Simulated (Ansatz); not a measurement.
# CH₃BO₂S: how energies converge with the basis set

How large a basis does CH₃BO₂S need? Two functionals are run in growing sets.

Computed with Ansatz 0.2.0, Gaussian basis. Level: one geometry, several basis sets.

Plan: PBE0-D4/def2-SVP; ωB97M-V/def2-SVP; PBE0-D4/def2-QZVPP; ωB97M-V/def2-QZVPP; the functionals' def2-TZVPP values are taken from earlier runs.

## Step 1: The relaxed structure

The geometry comes from an earlier relaxation with PBE0-D4 in a triple-zeta def2 set; it is a stationary point, not always the lowest conformer.

8 atoms, charge 0, spin multiplicity 1.

Atoms are counted from 1 here; the program's logs count them from 0.

Bond lengths: S1–C2 1.792 Å, S1–H6 1.343 Å, C2–O3 1.420 Å, C2–O5 1.430 Å, C2–H7 1.091 Å, O3–B4 1.385 Å, B4–O5 1.379 Å, B4–H8 1.185 Å. Angles: C2–S1–H6 94.7°, S1–C2–O3 110.3°, S1–C2–O5 116.2°, S1–C2–H7 111.5°, O3–C2–O5 94.1°, O3–C2–H7 112.8°, O5–C2–H7 111.0°, C2–O3–B4 84.0°, O3–B4–O5 98.0°, O3–B4–H8 130.6°, O5–B4–H8 131.4°, C2–O5–B4 83.9°.

## Step 2: PBE0-D4 in def2-SVP

in.yaml

```yaml
crystal:
  periodic: [false, false, false]
  atoms:
    - {symbol: S, position_ang: [-1.362250, 1.201867, -0.652525]}
    - {symbol: C, position_ang: [0.166933, 0.356207, -0.254366]}
    - {symbol: O, position_ang: [0.195064, -0.924605, -0.867514]}
    - {symbol: B, position_ang: [0.316316, -1.384517, 0.433540]}
    - {symbol: O, position_ang: [0.272387, -0.164073, 1.073638]}
    - {symbol: H, position_ang: [-0.973437, 2.379062, -0.136452]}
    - {symbol: H, position_ang: [1.037193, 0.964207, -0.505576]}
    - {symbol: H, position_ang: [0.439993, -2.485147, 0.853555]}
basis:
  gaussian: {orbitals: def2-SVP}
hamiltonian: {xc: pbe0, dispersion: d4}
output: {orbitals: {seedname: orbitals}}
```

Run with:

```
$ ansatz run in.yaml --threads 2 --pin off --events-out ev --progress --plain --max-ram 4352MiB
```

Further steps of the session: ωB97M-V in def2-SVP; PBE0-D4 in def2-QZVPP; ωB97M-V in def2-QZVPP.

Q: Predict the results of all the runs planned. Wanted: PBE0-D4: double and triple zeta above quadruple; ωB97M-V: double and triple zeta above quadruple.

**Answer**, as computed:

| quantity | value |
| --- | --- |
| PBE0-D4: double and triple zeta above quadruple | 11.23, 0.66 eV |
| ωB97M-V: double and triple zeta above quadruple | 11.34, 0.62 eV |

What this shows: For PBE0-D4 the step from double to triple zeta gains 10.57 eV and the next only 0.66 eV. These are total energies; as a rule much of such shifts cancels in differences, which this series doesn't test. The LUMO of ωB97M-V is positive and keeps falling with the basis (2.36 to 1.37 eV): an unbound level that the basis holds in place.
